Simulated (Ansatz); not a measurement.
# Si₄Ge₂H₁₂: taking an electron away

An exercise on one series of results from a longer session: the logs are not shown, and one member is left open.

Computed with Ansatz 0.2.0, Gaussian basis. Level: unrestricted cation, the program's frozen cores in correlated methods.

The runs, in order: UKS PBE-D4/def2-TZVPP; UKS r2SCAN-D4/def2-TZVPP; UKS PBE0-D4/def2-TZVPP; UKS B3LYP-D4/def2-TZVPP; UKS wB97X-V/def2-TZVPP; UKS wB97M-V/def2-TZVPP; UKS B2PLYP/def2-TZVPP; UHF-CCSD(T)/def2-TZVPP; UHF-MP2/def2-QZVPP; extrapolation to the limit; then −ε(HOMO) from the neutral's earlier runs with LDA (SPW92), PBE-D4, revPBE-D4, BLYP-D4, r2SCAN-D4, B97M-V, PBE0-D4, B3LYP-D4, r2SCANh-D4, r2SCAN0-D4, HSE06-D4, BHLYP-D4, CAM-B3LYP-D4, LC-ωPBE, ωB97X-V, ωB97M-V.

## The geometry

The geometry comes from an earlier relaxation with PBE0-D4 in a triple-zeta def2 set; it is a stationary point, not always the lowest conformer.

SMILES `[SiH2]1[SiH2][SiH2][GeH2][GeH2][SiH2]1`, 18 atoms, charge 0, spin multiplicity 1.

Atoms are counted from 1 here; the program's logs count them from 0.

Bond lengths: Si1–Si2 2.345 Å, Si1–Si6 2.337 Å, Si1–H7 1.491 Å, Si1–H8 1.490 Å, Si2–Si3 2.343 Å, Si2–H9 1.490 Å, Si2–H10 1.490 Å, Si3–Ge4 2.380 Å, Si3–H11 1.489 Å, Si3–H12 1.490 Å, Ge4–Ge5 2.434 Å, Ge4–H13 1.541 Å, Ge4–H14 1.540 Å, Ge5–Si6 2.386 Å, Ge5–H15 1.541 Å, Ge5–H16 1.541 Å, Si6–H17 1.489 Å, Si6–H18 1.490 Å. Angles: Si2–Si1–Si6 109.0°, Si2–Si1–H7 108.7°, Si2–Si1–H8 110.5°, Si6–Si1–H7 108.0°, Si6–Si1–H8 112.5°, H7–Si1–H8 108.2°, Si1–Si2–Si3 110.6°, Si1–Si2–H9 109.3°, Si1–Si2–H10 109.6°, Si3–Si2–H9 109.7°, Si3–Si2–H10 109.4°, H9–Si2–H10 108.2°, Si2–Si3–Ge4 109.0°, Si2–Si3–H11 110.8°, Si2–Si3–H12 108.9°, Ge4–Si3–H11 112.1°, Ge4–Si3–H12 107.7°, H11–Si3–H12 108.2° and more.

The first run:

File in.yaml:

```yaml
crystal:
  periodic: [false, false, false]
  atoms:
    - {symbol: Si, position_ang: [0.579896, 1.944906, 0.722962]}
    - {symbol: Si, position_ang: [2.144604, 0.203938, 0.864915]}
    - {symbol: Si, position_ang: [1.240277, -1.789743, 0.028938]}
    - {symbol: Ge, position_ang: [-0.215975, -1.279741, -1.782785]}
    - {symbol: Ge, position_ang: [-2.167804, -0.145184, -0.872084]}
    - {symbol: Si, position_ang: [-1.558462, 1.074883, 1.085670]}
    - {symbol: H, position_ang: [0.618682, 2.510525, -0.656193]}
    - {symbol: H, position_ang: [0.921901, 3.032808, 1.681570]}
    - {symbol: H, position_ang: [2.543867, 0.015658, 2.288315]}
    - {symbol: H, position_ang: [3.361970, 0.560447, 0.082965]}
    - {symbol: H, position_ang: [2.320220, -2.735058, -0.369031]}
    - {symbol: H, position_ang: [0.426035, -2.434700, 1.097661]}
    - {symbol: H, position_ang: [0.498848, -0.334937, -2.768185]}
    - {symbol: H, position_ang: [-0.641046, -2.540798, -2.557608]}
    - {symbol: H, position_ang: [-2.739469, 0.823177, -1.925113]}
    - {symbol: H, position_ang: [-3.254077, -1.186880, -0.542849]}
    - {symbol: H, position_ang: [-2.560061, 2.138638, 1.373982]}
    - {symbol: H, position_ang: [-1.519416, 0.142071, 2.246872]}
basis:
  gaussian: {orbitals: def2-TZVPP}
total_charge: 1
magnetization: {spin_polarized: true, initial_magnetization: 1}
hamiltonian: {xc: pbe, dispersion: d4}
```

Steps of the session up to this table: Cation, UKS PBE-D4/def2-TZVPP; Cation, UKS r2SCAN-D4/def2-TZVPP; Cation, UKS PBE0-D4/def2-TZVPP; Cation, UKS B3LYP-D4/def2-TZVPP; Cation, UKS wB97X-V/def2-TZVPP; Cation, UKS wB97M-V/def2-TZVPP; Cation, UKS B2PLYP (frozen core)/def2-TZVPP; Cation, UHF-CCSD(T)/def2-TZVPP; Cation, UHF-MP2/def2-QZVPP.

One of the session's tables, all rows but one given; the rest of the session is left out.

It belongs to the step «Ionisation energies side by side». Orbital estimates, from the neutral's runs:

```
  functional  −ε(HOMO) (eV)
 LDA (SPW92)           6.68
      PBE-D4           6.61
   revPBE-D4           6.57
     BLYP-D4           6.45
   r2SCAN-D4           6.85
      B97M-V           6.99
     PBE0-D4              ?
    B3LYP-D4           7.42
  r2SCANh-D4           7.22
  r2SCAN0-D4           7.77
    HSE06-D4           7.23
    BHLYP-D4           8.50
CAM-B3LYP-D4           8.79
     LC-ωPBE          10.04
     ωB97X-V           9.74
     ωB97M-V           9.54
```

Estimate the missing values for PBE0-D4.

As computed: −ε(HOMO) (eV): 7.62. In the column «−ε(HOMO) (eV)» it lies between B3LYP-D4 (7.42) and r2SCAN0-D4 (7.77).
